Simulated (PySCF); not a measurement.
**[WO3F]-: geometry, NMR shifts and electronic excitations**

Wanted: the NMR shifts and electronic excitations of [WO3F]- (`[O]=[W-](=[O])(=[O])[F]`), by calculation.

Computed with PySCF 2.14.0, with density-fitted response routines of our own, on a single molecule in the gas phase. Atoms are numbered from 0 throughout.

### Step 1. The molecule as given

5 atoms, charge -1, multiplicity 1; geometry from: GFN2-xTB.

Bonds of the start (Å): W0–O1 1.72, W0–O2 1.72, W0–O3 1.72, W0–F4 1.95.

### Step 2. Optimising the geometry at PBE0-D3(BJ)/def2-SVP

Job settings and geometry (Å):

```
{"job": {"xc": "PBE0", "basis": "def2-SVP", "d3": "d3bj", "grid": 1, "maxiter": 40, "kind": "geom"}, "charge": -1, "multiplicity": 1}
W      0.044770     0.077410     0.031980
O      0.013660    -0.013420     1.745060
O      1.642770     0.014430    -0.589260
O     -0.825570     1.432830    -0.558850
F     -0.875620    -1.511260    -0.628940
```

What it wrote:

```text
step   0  E = -392.29173031  max force = 0.059281
step   1  E = -392.29517692  max force = 0.033016
step   2  E = -392.29733310  max force = 0.003407
step   3  E = -392.29735656  max force = 0.001257
step   4  E = -392.29737592  max force = 0.001098
step   5  E = -392.29746484  max force = 0.002775
step   6  E = -392.29749112  max force = 0.001294
step   7  E = -392.29751484  max force = 0.000134
step   8  E = -392.29751409  max force = 0.000055
optimisation converged
```

It took 28 s on 1 thread, shared host.

Along the way:

```tsv
step	energy from step 0 (eV)	largest force component (eV/Å)
0	0.0000	3.0484
1	-0.0938	1.6978
2	-0.1525	0.1752
3	-0.1531	0.0646
4	-0.1536	0.0565
5	-0.1560	0.1427
6	-0.1568	0.0665
7	-0.1574	0.0069
8	-0.1574	0.0028
```

Distances of close pairs at the start and the end, largest changes first:

```tsv
bond	before (Å)	after (Å)	change (Å)
W0–F4	1.951	1.914	-0.037
W0–O1	1.716	1.743	+0.027
W0–O2	1.716	1.742	+0.027
W0–O3	1.716	1.742	+0.027
```

The end geometry stands in the next job.

```tsv
at the end point	value
point group (found at 0.08 Å tolerance)	C3v
rotational constants (GHz, main isotopes)	3.920, 3.356, 3.356
```

### Step 3. Nuclear shieldings: PBE0/def2-TZVP+pcSseg-1

Job settings and geometry (Å):

```
{"job": {"kind": "nmr", "xc": "PBE0", "basis": {"default": "pcSseg-1", "W": "def2-TZVP"}}, "charge": -1, "multiplicity": 1}
W      0.011195     0.022895     0.011679
O     -0.027409    -0.062167     1.751849
O      1.665004     0.175156    -0.515350
O     -0.884817     1.422925    -0.511112
F     -0.763962    -1.558820    -0.737076
```

Method: GIAO PBE0/pcSseg-1 W:def2-TZVP NMR shielding, scalar relativity only through core potentials, gas phase.

What it wrote:

```text
coarse grid: 29776 points
cycle   1  E = -391.7348994971  dE = -1.981e+01  |g| = 2.110e+00  |ddm| = 8.097e+00
cycle   2  E = -385.4193359969  dE =  6.316e+00  |g| = 5.905e+00  |ddm| = 4.532e+00
cycle   3  E = -392.4863366156  dE = -7.067e+00  |g| = 6.410e-01  |ddm| = 3.763e+00
cycle   4  E = -392.5372255335  dE = -5.089e-02  |g| = 3.778e-01  |ddm| = 5.831e-01
cycle   5  E = -392.5576495086  dE = -2.042e-02  |g| = 1.068e-01  |ddm| = 1.892e-01
cycle   6  E = -392.5596952437  dE = -2.046e-03  |g| = 2.077e-02  |ddm| = 7.445e-02
cycle   7  E = -392.5597697306  dE = -7.449e-05  |g| = 6.339e-03  |ddm| = 1.057e-02
cycle   8  E = -392.5597741070  dE = -4.376e-06  |g| = 4.103e-03  |ddm| = 4.564e-03
cycle   9  E = -392.5597772708  dE = -3.164e-06  |g| = 5.877e-04  |ddm| = 2.202e-03
final grid: 60824 points
cycle  10  E = -392.5596621086  dE =  2.736e-08  |g| = 1.094e-03  |ddm| = 9.347e-04
cycle  11  E = -392.5596607814  dE =  1.327e-06  |g| = 2.855e-03  |ddm| = 1.955e-03
cycle  12  E = -392.5596623162  dE = -1.535e-06  |g| = 2.530e-04  |ddm| = 1.490e-03
cycle  13  E = -392.5596623261  dE = -9.935e-09  |g| = 5.638e-05  |ddm| = 1.340e-04
cycle  14  E = -392.5596623266  dE = -5.016e-10  |g| = 8.573e-06  |ddm| = 3.168e-05
converged SCF energy = -392.5596623266

GIAO shielding tensors (ppm)
atom      isotropic    diamagn.    paramagn.     s11        s22        s33       span
  0 W          nan         nan         nan        nan        nan        nan        nan
  1 O     -349.613     398.081    -747.694   -735.176   -255.046    -58.617    676.558
  2 O     -349.676     398.070    -747.746   -735.202   -255.036    -58.791    676.411
  3 O     -349.667     398.072    -747.738   -735.155   -255.115    -58.729    676.426
  4 F      279.948     475.570    -195.622    277.850    278.011    283.984      6.134
```

Run time: 4.6 s. Hardware: 1 thread, shared host.

The references, computed at this level on geometries of the same kind, shield at (ppm): 19F CFCl3 177.2, 17O H2O 334.6. Their shielding less the atom's gives the shift. The references are single molecules in the gas phase, so shifts against H2O, NH3, PH3, H3PO4 or CFCl3 are not on the usual liquid scales and can be off by tens of ppm. Atoms listed in one row are averaged.

```tsv
atoms	environment	σ (ppm)	δ (ppm)
O1, O2, O3	oxygen bonded to W	-349.7	684.2
F4	fluorine bonded to W	279.9	-102.7
```

Atoms past Kr carry core potentials, so their printed shieldings have no meaning and are left out of the table.

The run also stored atomic charges by several schemes (e):

```tsv
atoms	Mulliken	ESP fit
W0	1.07	1.46
O1, O2, O3	-0.53	-0.68
F4	-0.47	-0.42
```

Mayer bond orders: W0–O1 1.96, W0–O2 1.96, W0–O3 1.96, W0–F4 0.83.

With diffuse functions Mulliken charges and Mayer bond orders lose their meaning; the other schemes are steadier.

### Step 4. Ultraviolet spectrum: CAM-B3LYP/def2-SVPD

Job settings and geometry (Å):

```
{"job": {"kind": "uv", "xc": "CAM-B3LYP", "basis": "def2-SVPD", "ip": false, "nstates": 10}, "charge": -1, "multiplicity": 1}
W      0.011195     0.022895     0.011679
O     -0.027409    -0.062167     1.751849
O      1.665004     0.175156    -0.515350
O     -0.884817     1.422925    -0.511112
F     -0.763962    -1.558820    -0.737076
```

Level: TDDFT CAM-B3LYP/def2-SVPD, vertical, gas phase, core orbitals frozen in the response.

What it wrote:

```text
coarse grid: 29776 points
cycle   1  E = -391.9386023909  dE = -1.251e+01  |g| = 1.785e+00  |ddm| = 7.362e+00
cycle   2  E = -389.3271482734  dE =  2.611e+00  |g| = 4.108e+00  |ddm| = 4.016e+00
cycle   3  E = -392.5033737429  dE = -3.176e+00  |g| = 4.132e-01  |ddm| = 3.012e+00
cycle   4  E = -392.5331027616  dE = -2.973e-02  |g| = 1.577e-01  |ddm| = 4.388e-01
cycle   5  E = -392.5365901203  dE = -3.487e-03  |g| = 5.607e-02  |ddm| = 1.102e-01
cycle   6  E = -392.5371703091  dE = -5.802e-04  |g| = 5.302e-03  |ddm| = 4.510e-02
cycle   7  E = -392.5371759171  dE = -5.608e-06  |g| = 1.274e-03  |ddm| = 4.643e-03
final grid: 60824 points
cycle   8  E = -392.5369735246  dE =  6.447e-08  |g| = 1.804e-03  |ddm| = 2.599e-03
cycle   9  E = -392.5369714233  dE =  2.101e-06  |g| = 3.803e-03  |ddm| = 3.481e-03
cycle  10  E = -392.5369741404  dE = -2.717e-06  |g| = 2.293e-04  |ddm| = 2.478e-03
cycle  11  E = -392.5369741508  dE = -1.043e-08  |g| = 4.770e-05  |ddm| = 1.977e-04
cycle  12  E = -392.5369741513  dE = -5.095e-10  |g| = 5.368e-05  |ddm| = 7.712e-05
cycle  13  E = -392.5369741520  dE = -6.806e-10  |g| = 1.359e-05  |ddm| = 6.225e-05
converged SCF energy = -392.5369741520

Static polarisability (au): isotropic 53.031, principal 45.770 56.660 56.664

Singlet excitations
state   eV       nm        f      main configurations
  1   5.6541    219.3   0.00086   H->L+1 0.60, H->L+4 0.10, H-1->L+2 0.09
  2   5.6548    219.3   0.00090   H->L+2 0.60, H->L+5 0.10, H-1->L+1 0.09
  3   6.0265    205.7   0.00000   H-2->L+1 0.35, H-1->L+2 0.35, H-1->L+5 0.08
  4   6.0270    205.7   0.00904   H-1->L+1 0.36, H-2->L+2 0.36, H-1->L+4 0.09
  5   6.1699    201.0   0.00001   H->L 0.81, H->L+6 0.14
  6   6.2467    198.5   0.00818   H-2->L+2 0.21, H-1->L+1 0.21, H->L+2 0.18
  7   6.2508    198.3   0.00867   H-2->L+1 0.22, H-1->L+2 0.21, H->L+1 0.18
  8   6.4770    191.4   0.01603   H-2->L 0.62, H-3->L+2 0.12, H-2->L+6 0.09
  9   6.4789    191.4   0.01610   H-1->L 0.61, H-3->L+1 0.12, H-1->L+6 0.09
 10   6.9447    178.5   0.00005   H->L+6 0.55, H->L+3 0.24

Triplet excitations (Tamm-Dancoff, eV): 5.3563 5.3573 5.4849 5.5016
```

Wall time 10 s (1 thread, shared host).

Frontier orbitals and where they lie:

```tsv
orbital	eV	atoms
HOMO−3	-5.80	O1 29 %, O3 29 %, O2 29 %
HOMO−2	-5.15	O3 38 %, O2 29 %, O1 24 %
HOMO−1	-5.15	O1 36 %, O2 31 %, O3 23 %
HOMO	-4.90	O1 32 %, O3 32 %, O2 32 %
LUMO	4.38	W0 72 %, F4 10 %, O3 6 %
LUMO+1	5.09	W0 60 %, O1 14 %, O2 9 %
LUMO+2	5.09	W0 60 %, O3 13 %, O2 13 %
```

With each of the 10 states as a Gaussian band of 0.4 eV half-width at 1/e, the curve within the window shown has maxima at 195 nm (ε 2,000) L/(mol cm). Beyond the last state computed it falls off for lack of states. The curve at chosen wavelengths:

nm, ε (L/mol/cm) and a bar:
```
      171         36 
      174        107 #
      177        261 ####
      180        528 ########
      183        902 #############
      186       1323 ####################
      189       1698 #########################
      192       1942 #############################
      195       2010 ##############################
      198       1912 #############################
      201       1695 #########################
      204       1416 #####################
      207       1127 #################
      209        945 ##############
      212        706 ##########
      215        513 ########
      218        364 #####
      221        255 ####
      224        176 ###
      227        120 ##
      230         81 #
      233         54 #
      236         36 
      239         23 
      242         14 
      245          9
```

Ground-state properties from the same run:

```tsv
property	computed
polarisability (Å³)	7.86
HOMO–LUMO gap (eV)	9.28
−ε(HOMO) (eV)	4.90
```

### Step 5. NMR shieldings: KT2/def2-TZVP+pcSseg-1

Job settings and geometry (Å):

```
{"job": {"kind": "nmr", "xc": "KT2", "basis": {"default": "pcSseg-1", "W": "def2-TZVP"}, "pop": false}, "charge": -1, "multiplicity": 1}
W      0.011195     0.022895     0.011679
O     -0.027409    -0.062167     1.751849
O      1.665004     0.175156    -0.515350
O     -0.884817     1.422925    -0.511112
F     -0.763962    -1.558820    -0.737076
```

Method: GIAO KT2/pcSseg-1 W:def2-TZVP NMR shielding, scalar relativity only through core potentials, gas phase.

What it wrote:

```text
coarse grid: 29776 points
cycle   1  E = -396.7110829651  dE = -1.914e+01  |g| = 2.371e+00  |ddm| = 8.050e+00
cycle   2  E = -383.8401782529  dE =  1.287e+01  |g| = 7.167e+00  |ddm| = 7.068e+00
cycle   3  E = -397.2547706504  dE = -1.341e+01  |g| = 1.611e+00  |ddm| = 6.544e+00
cycle   4  E = -397.5865225145  dE = -3.318e-01  |g| = 9.956e-01  |ddm| = 1.332e+00
cycle   5  E = -397.7412647275  dE = -1.547e-01  |g| = 1.657e-01  |ddm| = 5.113e-01
cycle   6  E = -397.7463946493  dE = -5.130e-03  |g| = 6.351e-02  |ddm| = 1.783e-01
cycle   7  E = -397.7472615169  dE = -8.669e-04  |g| = 1.761e-02  |ddm| = 6.094e-02
cycle   8  E = -397.7473046923  dE = -4.318e-05  |g| = 9.912e-03  |ddm| = 1.183e-02
cycle   9  E = -397.7473179938  dE = -1.330e-05  |g| = 5.580e-03  |ddm| = 7.438e-03
cycle  10  E = -397.7473238757  dE = -5.882e-06  |g| = 1.192e-03  |ddm| = 3.358e-03
final grid: 60824 points
cycle  11  E = -397.7470302801  dE =  1.230e-06  |g| = 3.383e-03  |ddm| = 2.733e-03
cycle  12  E = -397.7470158417  dE =  1.444e-05  |g| = 9.592e-03  |ddm| = 6.484e-03
cycle  13  E = -397.7470314555  dE = -1.561e-05  |g| = 2.069e-03  |ddm| = 5.202e-03
cycle  14  E = -397.7470322535  dE = -7.980e-07  |g| = 1.651e-04  |ddm| = 1.087e-03
cycle  15  E = -397.7470322565  dE = -3.003e-09  |g| = 1.108e-04  |ddm| = 1.354e-04
cycle  16  E = -397.7470322589  dE = -2.364e-09  |g| = 2.185e-05  |ddm| = 6.572e-05
cycle  17  E = -397.7470322590  dE = -1.017e-10  |g| = 1.835e-06  |ddm| = 1.509e-05
converged SCF energy = -397.7470322590

GIAO shielding tensors (ppm)
atom      isotropic    diamagn.    paramagn.     s11        s22        s33       span
  0 W          nan         nan         nan        nan        nan        nan        nan
  1 O     -310.747     399.725    -710.472   -648.980   -212.599    -70.662    578.318
  2 O     -310.748     399.714    -710.462   -648.847   -212.517    -70.880    577.966
  3 O     -310.755     399.715    -710.471   -648.829   -212.606    -70.831    577.999
  4 F      257.372     476.538    -219.166    247.477    262.248    262.390     14.913
```

Wall time 7.6 s (1 thread, shared host).

This run: δ O1 641.4, F4 -118.8 ppm (means over like atoms).

### Step 6. Run by run: NMR shifts

Shifts (ppm), means over like atoms, with basis size and wall time:

```tsv
run	O1	F4	functions	time
PBE0/def2-TZVP+pcSseg-1	684.2	-102.7	108	4.6 s
KT2/def2-TZVP+pcSseg-1	641.4	-118.8	108	7.6 s
```

### Step 7. Summary of results

| quantity | value |
| --- | --- |
| point group | C3v |
| rotational constants (main isotopes) | 3.92, 3.36, 3.36 GHz |
| 17O shifts against H2O (PBE0/def2-TZVP+pcSseg-1, means over atoms taken as alike) | 684.2 ppm |
| 19F shifts against CFCl3 (PBE0/def2-TZVP+pcSseg-1) | -102.7 ppm |
| lowest singlet (CAM-B3LYP/def2-SVPD) | 5.65 eV (219 nm), f = 0.001 |
| brightest single state of those computed | state 9, 6.48 eV, f = 0.016 |
| lowest triplet | 5.36 eV |
| range of the shift of O1 | 641.4 to 684.2 ppm |

What this shows: Over 8 steps the energy fell by 0.157 eV; of the close pairs, W0–F4 changed most, 1.951 to 1.914 Å. At PBE0/def2-TZVP+pcSseg-1: The largest span, 676 ppm, is at O1, O2, O3, where the paramagnetic term is -748 ppm. The first singlet state (HOMO→LUMO+1 0.60, HOMO→LUMO+4 0.10) lies at 5.65 eV and is dark; of the 10 states computed, the strongest absorption comes from states 8 to 9 together at 6.48 eV. The lowest triplet lies 0.30 eV below the lowest singlet (triplets in Tamm-Dancoff, singlets in full TDDFT). Spin-orbit coupling, left out, mixes singlets and triplets in elements this heavy. The lowest singlet lies above −ε(HOMO); no detachment energy was computed, so the anion's states may not be bound. In ppm, O1 (with its like atoms) moves most: its shift spreads over 42.8 ppm, from 641.4 (KT2/def2-TZVP+pcSseg-1) to 684.2 (PBE0/def2-TZVP+pcSseg-1). Spin-orbit coupling is left out, which matters for shieldings and couplings at and beside the heavy atoms.
